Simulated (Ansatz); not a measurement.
# RbVF3: properties at the relaxed cell

An exercise on one series of results from a longer session: the logs are not shown, and one member is left open.

Program: Ansatz 0.2.0. Level of theory: DFT r2SCAN, scalar-relativistic, plane waves, PAW. These are calculated values, not measurements.

1 further run of the same task is left out (set aside as unsound or not needed). Runs told in other sessions of the task aren't counted.

### The starting structure

Symmetry: Pm-3m, No. 221, cubic system. Conventional cell: a = 4.178 Å, b = 4.178 Å, c = 4.178 Å, α = 90.00°, β = 90.00°, γ = 90.00°. Rb (site symmetry m-3m) has 12 F at 2.95 Å in its first shell of neighbours. V (site symmetry m-3m) has 6 F at 2.09 Å in its first shell of neighbours. F (site symmetry 4/mmm) is surrounded by 2 V at 2.09 Å and 4 Rb at 2.95 Å.

Structure file:

```cif
data_structure
_symmetry_space_group_name_H-M 'Pm-3m'
_symmetry_Int_Tables_number 221
_cell_length_a 4.1779
_cell_length_b 4.1779
_cell_length_c 4.1779
_cell_angle_alpha 90.000
_cell_angle_beta 90.000
_cell_angle_gamma 90.000
_cell_volume 72.93
loop_
_atom_site_label
_atom_site_type_symbol
_atom_site_symmetry_multiplicity
_atom_site_Wyckoff_symbol
_atom_site_fract_x
_atom_site_fract_y
_atom_site_fract_z
_atom_site_occupancy
Rb1 Rb 1 a 0.00000 0.00000 0.00000 1
V1 V 1 b 0.50000 0.50000 0.50000 1
F1 F 3 c 0.50000 0.50000 0.00000 1
```

It is the result of an earlier relaxation at this level (volume 14.59 Å³/atom; gap on the mesh: 2.06 eV, site moments up to 2.3 μB).

Set-up of the first run:

input.yaml

```yaml
crystal:
  lattice:
    - [4.135734458, 0.0, 0.0]
    - [0.0, 4.135734458, 0.0]
    - [0.0, 0.0, 4.135734458]
  atoms:
    - { symbol: Rb, position: [0.0, 0.0, 0.0] }
    - { symbol: V, position: [0.5, 0.5, 0.5], spin: 2.5 }
    - { symbol: F, position: [0.5, 0.5, 0.0] }
    - { symbol: F, position: [0.0, 0.5, 0.5] }
    - { symbol: F, position: [0.5, 0.0, 0.5] }
basis:
  ecutwfc: 500
kpoints:
  mp_grid: { grid: [8, 8, 8] }
hamiltonian:
  xc: r2scan
scf:
  occupations: { method: gaussian, width: 0.02 }
output:
  forces: true
  stress: true
  eigenvalues: true
  populations: true
magnetization:
  spin_polarized: true
```

Launch:

```
ansatz run input.yaml --threads 1 --pin off --max-ram 2560MiB --backend cpu --events-out ev --progress --plain --runs-dir out
```

Steps of the session up to this table: Volume × 0.97; Point at V/V0 = 1.03; Point at V/V0 = 0.94; Point at V/V0 = 1.06; Point at V/V0 = 0.91; Volume × 1.10; Point at V/V0 = 0.88.

One table of the session follows, with a row left open; its other results are not shown here.

It belongs to the step «Fit of the equation of state». 

| volume (Å³/atom) | energy above the lowest point (meV/atom) | pressure (GPa) | gap on the mesh (eV) | largest moment (μB) |
| --- | --- | --- | --- | --- |
| 12.835 | 65.4 | 13.53 | 2.06 | 2.19 |
| 13.273 | 34.5 | 9.22 | 2.06 | 2.21 |
| 13.710 | 14.4 | 5.60 | 2.06 | 2.23 |
| 14.148 | 3.4 | 2.56 | 2.06 | 2.25 |
| 14.585 | 0.0 | 0.00 | 2.06 | 2.28 |
| 15.023 | 3.0 | -2.15 | 2.06 | 2.30 |
| 15.460 | ? | ? | ? | ? |
| 16.044 | 29.6 | -5.95 | 2.02 | 2.34 |

Q: Estimate the row for volume (Å³/atom) = 15.460 from the others.

Worked estimate for «energy above the lowest point (meV/atom)». A straight line through the neighbours (15.023, 3.0) and (16.044, 29.6) gives 3.0 + (29.6 − 3.0) × (15.460 − 15.023) / (16.044 − 15.023) = 14.4; a parabola fitted to 3 rows on both sides gives 11.0.

As computed: energy above the lowest point (meV/atom): 11.4; pressure (GPa): -3.97; gap on the mesh (eV): 2.04; largest moment (μB): 2.32. In «energy above the lowest point (meV/atom)» the line misses by +3.0 and the parabola by -0.4.

Limits of these values: The magnetic state reached may not be the lowest one. Warnings in the runs' records: stability check not made.
